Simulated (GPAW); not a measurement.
Crystal: HPbNO4.

```
H Pb N O
1.0
     3.85404    0.14384    0.09012
    -0.25320    5.52698    0.16471
    -0.48197   -1.92720    5.72025
H Pb N O
1 1 1 4
Direct
  0.10913 0.65718 0.54463
  0.61029 0.52127 0.15100
  0.91580 0.96263 0.95867
  0.01384 0.13639 0.88084
  0.72398 0.01057 0.12858
  0.00389 0.73732 0.87043
  0.11927 0.59324 0.37651
```

The cell was built by a generator and needn't be a form met in nature.

```yaml
Program: GPAW 26.7.0
Task: single point
Functional: PBE
Potentials_or_basis: GPAW PAW data sets (gpaw-data 1.2.1)
Cutoff: 800 eV
Basis: pw
k_mesh: 7 × 5 × 5
Occupations: fermi-dirac, width 0.05 eV
Spin: no spin polarisation
```

On this cell: pressure -0.3 GPa; largest force 0.133 eV/Å; band gap on the k mesh 3.15 eV, indirect (least direct gap 3.24 eV).

The same run follows on a disturbed copy (atoms moved at random, drawn with an rms of 0.05 Å):

```
H Pb N O
1.0
     3.85404    0.14384    0.09012
    -0.25320    5.52698    0.16471
    -0.48197   -1.92720    5.72025
H Pb N O
1 1 1 4
Direct
  0.09417 0.65249 0.55005
  0.60528 0.51564 0.15510
  0.92822 0.96629 0.95871
  0.01648 0.12958 0.87762
  0.70978 0.00114 0.12867
  0.00782 0.74454 0.86968
  0.10479 0.58988 0.37446
```

What changes?

The energy moves by +36.7 meV/atom; pressure 0.3 GPa; largest force 3.668 eV/Å; band gap on the k mesh 3.22 eV, indirect (least direct gap 3.32 eV).

Forces on the atoms (eV/Å):
```
H    0.237  0.019 -1.422
Pb  -0.178  0.127 -0.164
N   -2.591 -2.324  1.157
O    0.402  2.660  0.030
O    1.434  1.038 -0.915
O    0.685 -1.504 -0.337
O    0.009 -0.017  1.649
```

Stress tensor (GPa, compression positive):
```
-0.99 -0.87  1.92
-0.87  4.69  0.99
 1.92  0.99 -2.80
```

Caveats: spin-orbit coupling is left out, which as a rule narrows the gap of such compounds by several tenths of an eV; an odd mesh through Γ misses points on the zone boundary, where band edges often lie.
